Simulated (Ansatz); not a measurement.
# C₃H₉InSSi: ionisation energy by level of theory

The task here is to estimate one member of a computed series from the others.

Computed with Ansatz 0.2.0, Gaussian basis. Level: unrestricted cation, the program's frozen cores in correlated methods.

Levels to be run: UKS PBE-D4/def2-TZVPP; UKS r2SCAN-D4/def2-TZVPP; UKS PBE0-D4/def2-TZVPP; UKS B3LYP-D4/def2-TZVPP; UKS wB97X-V/def2-TZVPP; UKS wB97M-V/def2-TZVPP; UKS B2PLYP/def2-TZVPP; UHF-CCSD(T)/def2-TZVPP; UHF-MP2/def2-QZVPP; extrapolation to the limit; then −ε(HOMO) from the neutral's earlier runs with LDA (SPW92), PBE-D4, revPBE-D4, BLYP-D4, r2SCAN-D4, B97M-V, PBE0-D4, B3LYP-D4, r2SCANh-D4, r2SCAN0-D4, HSE06-D4, BHLYP-D4, CAM-B3LYP-D4, LC-ωPBE, ωB97X-V, ωB97M-V.

## Structure used throughout

An earlier PBE0-D4 in a triple-zeta def2 set relaxation fixed the geometry. In takes the def2 core potential; no spin-orbit term is included.

SMILES `C/C=[C](\[InH2])[SiH2]S`, 15 atoms, charge 0, spin multiplicity 1.

Atoms are counted from 1 here; the program's logs count them from 0.

Bond lengths: C1–C2 1.491 Å, C1–H7 1.095 Å, C1–H8 1.092 Å, C1–H9 1.095 Å, C2–C3 1.334 Å, C2–H10 1.095 Å, C3–In4 2.191 Å, C3–Si5 1.828 Å, In4–H11 1.724 Å, In4–H12 1.726 Å, Si5–S6 2.195 Å, Si5–H13 1.489 Å, Si5–H14 1.486 Å, S6–H15 1.345 Å. Angles: C2–C1–H7 110.9°, C2–C1–H8 111.8°, C2–C1–H9 110.7°, H7–C1–H8 108.4°, H7–C1–H9 106.5°, H8–C1–H9 108.3°, C1–C2–C3 126.2°, C1–C2–H10 113.8°, C3–C2–H10 120.0°, C2–C3–In4 129.7°, C2–C3–Si5 126.1°, In4–C3–Si5 103.5°, C3–In4–H11 118.5°, C3–In4–H12 117.5°, H11–In4–H12 123.3°, C3–Si5–S6 101.5°, C3–Si5–H13 118.7°, C3–Si5–H14 114.5° and more.

Set-up of the first run:

in.yaml reads:

```yaml
crystal:
  periodic: [false, false, false]
  atoms:
    - {symbol: C, position_ang: [0.912875, -1.068144, 2.013154]}
    - {symbol: C, position_ang: [1.079933, -0.073124, 0.915772]}
    - {symbol: C, position_ang: [0.323063, 0.026622, -0.178538]}
    - {symbol: In, position_ang: [-1.547595, -0.995439, -0.685886]}
    - {symbol: Si, position_ang: [0.489152, 1.288152, -1.491104]}
    - {symbol: S, position_ang: [-1.600652, 1.554030, -2.107665]}
    - {symbol: H, position_ang: [0.805466, -0.567766, 2.981015]}
    - {symbol: H, position_ang: [0.038783, -1.703789, 1.853848]}
    - {symbol: H, position_ang: [1.796451, -1.710681, 2.090971]}
    - {symbol: H, position_ang: [1.916698, 0.616630, 1.068368]}
    - {symbol: H, position_ang: [-1.551890, -2.090462, -2.017068]}
    - {symbol: H, position_ang: [-2.864412, -0.843320, 0.419546]}
    - {symbol: H, position_ang: [1.077264, 2.610508, -1.140910]}
    - {symbol: H, position_ang: [1.096863, 0.790299, -2.752012]}
    - {symbol: H, position_ang: [-1.971988, 2.166484, -0.969492]}
basis:
  gaussian: {orbitals: def2-TZVPP}
total_charge: 1
magnetization: {spin_polarized: true, initial_magnetization: 1}
hamiltonian: {xc: pbe, dispersion: d4}
```

Command:

```console
ansatz run in.yaml --threads 2 --pin off --events-out ev --progress --plain --max-ram 20480MiB --backend cuda --devices 0, --max-vram 18GiB
```

Steps of the session up to this table: Cation, UKS PBE-D4/def2-TZVPP; Cation, UKS r2SCAN-D4/def2-TZVPP; Cation, UKS PBE0-D4/def2-TZVPP; Cation, UKS B3LYP-D4/def2-TZVPP; Cation, UKS wB97X-V/def2-TZVPP; Cation, UKS wB97M-V/def2-TZVPP; Cation, UKS B2PLYP (frozen core)/def2-TZVPP; Cation, UHF-CCSD(T)/def2-TZVPP; Cation, UHF-MP2/def2-QZVPP.

One of the session's tables, all rows but one given; the rest of the session is left out.

Orbital estimates, from the neutral's runs:

```
  functional  −ε(HOMO) (eV)
 LDA (SPW92)           5.99
      PBE-D4           5.86
   revPBE-D4           5.81
     BLYP-D4           5.73
   r2SCAN-D4              ?
      B97M-V           6.16
     PBE0-D4           6.96
    B3LYP-D4           6.77
  r2SCANh-D4           6.47
  r2SCAN0-D4           7.09
    HSE06-D4           6.57
    BHLYP-D4           7.98
CAM-B3LYP-D4           8.23
     LC-ωPBE           9.51
     ωB97X-V           9.19
     ωB97M-V           9.07
```

Estimate the missing values for r2SCAN-D4.

Worked estimate for «−ε(HOMO) (eV)». Against the share of exact exchange, r2SCANh-D4 (0.1, 6.47), r2SCAN0-D4 (0.25, 7.09) give a slope of 4.13 per unit share; at 0 the line stands at 6.06.

The run gave: −ε(HOMO) (eV): 6.06. In «−ε(HOMO) (eV)» the line misses by 0.00.
